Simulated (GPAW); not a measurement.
A run of GPAW 26.7.0 is set up as follows.

Contents of run.py:

```python
from ase import Atoms
from ase.dft.bandgap import bandgap
from ase.io import write
from ase.units import GPa
from gpaw import GPAW, PW

atoms = Atoms(['Ni', 'Ni', 'Ti', 'Ti'],
              cell=[[4.08604235, 0.0, 0.0],
                    [0.0, 2.85620424, 0.0],
                    [0.0, 0.0, 4.58675763]],
              scaled_positions=[[0.75, 0.0, 0.82097441],
                                [0.25, 0.0, 0.17902559],
                                [0.75, 0.5, 0.27440806],
                                [0.25, 0.5, 0.72559194]],
              pbc=True)
atoms.set_initial_magnetic_moments([1.0, 1.0, 1.0, 1.0])

calc = GPAW(mode=PW(600),
            xc='LDA',
            kpts={'size': (4, 6, 4), 'gamma': True},
            occupations={'name': 'fermi-dirac', 'width': 0.05},
            nbands=49,
            convergence={'density': 1e-05, 'energy': 1e-05},
            maxiter=150,
            txt='gpaw.txt')
atoms.calc = calc
energy = atoms.get_potential_energy()
forces = atoms.get_forces()
stress = atoms.get_stress()
calc.write('gs.gpw')
write('result.traj', atoms)
print(f'Energy: {energy:.6f} eV')
print('Forces (eV/A):')
print(forces.round(4))
print('Stress (GPa):', (stress / GPa).round(3))
print('Moments:', calc.get_magnetic_moments().round(3))
print('Fermi level:', round(calc.get_fermi_level(), 4), 'eV')
print(f'Gap: {bandgap(calc)[0]:.4f} eV, direct: {bandgap(calc, direct=True)[0]:.4f} eV')

path = atoms.cell.bandpath('GXSYGZURTZ,YT,UX,SR', npoints=100, eps=1e-4)
bs_calc = calc.fixed_density(kpts=path, symmetry='off', nbands=67,
                             convergence={'bands': 'CBM+6.0', 'eigenstates': 1e-6}, txt='bands.txt')
bs = bs_calc.band_structure()
bs.write('bs.json')
print(f'Gap on the path: {bandgap(bs_calc)[0]:.4f} eV')
```

Potentials or basis: the program's PAW data sets (release 1.2.1) made for this functional, pw.

Command:

```bash
$ OMP_NUM_THREADS=1 python run.py
```

**Question.** What does it give for the net moment?

**Answer.** 0.00 μB per cell.

**Question.** Estimate the largest force.

**Answer.** 0.049 eV/Å.

Stress tensor (GPa, compression positive):
```
-8.05  0.00  0.00
 0.00 -9.04  0.00
 0.00  0.00 -8.08
```

Caveat: the k mesh is coarse (spacing up to 0.38 Å⁻¹), so the values aren't converged; the stock nickel data set gives pressures a few GPa off other programs.
